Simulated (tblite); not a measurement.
# C3H13NP2Si: the cost of one run

Programs: tblite 0.8.0 and PySCF 2.14.0, with density-fitted response routines of our own. Each step states its level of theory. These are calculated values for one molecule in the gas phase, unless marked as measured. Atoms count from 0, in the outputs and in this text.

## 1. The starting structure

20 atoms, charge 0, multiplicity 1; geometry from: force field or distance geometry start.

Bonds of the start (Å): C0–C1 1.49, C1–N2 1.41, N2–C3 1.43, N2–Si4 1.75, Si4–P5 2.23, Si4–P6 2.21, C0–H7 1.09, C0–H8 1.11, C0–H9 1.14, C1–H10 1.13, C1–H11 1.13, C3–H12 1.13, C3–H13 1.11, C3–H14 1.11, Si4–H15 1.48, P5–H16 1.48, P5–H17 1.47, P6–H18 1.42, P6–H19 1.44.

## 2. Geometry optimisation with GFN2-xTB

What the job is given:

```
{"job": {"kind": "relax", "xc": "GFN2-xTB", "basis": "xTB"}, "charge": 0, "multiplicity": 1}
C     -1.431700    -1.099700    -1.110000
C     -1.016600    -1.199500     0.319000
N     -0.509100    -0.027200     0.919200
C     -1.417700     1.057200     1.139800
Si     1.127700     0.453200     0.537200
P      1.232900     1.895600    -1.160600
P      2.511000    -1.238200     0.239300
H     -1.078700    -0.213000    -1.633600
H     -1.079600    -2.024500    -1.615900
H     -2.565500    -1.165000    -1.118800
H     -0.215100    -1.993500     0.358800
H     -1.904800    -1.575700     0.910200
H     -2.286700     0.791500     1.810300
H     -0.863000     1.854700     1.666600
H     -1.755800     1.513300     0.182200
H      1.657500     1.203900     1.703600
H      1.335100     3.264200    -0.607200
H      2.480400     1.712000    -1.915000
H      1.947300    -2.349900    -0.443500
H      3.827400    -0.848700    -0.184600
```

Started as:

```bash
OMP_NUM_THREADS=1 python probes_run.py task.json out
```

One launch serves the whole session: the jobs run in the order shown.

Q: Estimate the wall time and peak memory of this first job on 1 thread of Intel Xeon at 2.70GHz, shared host.

About 2 s, with a peak of 0.18 GiB.
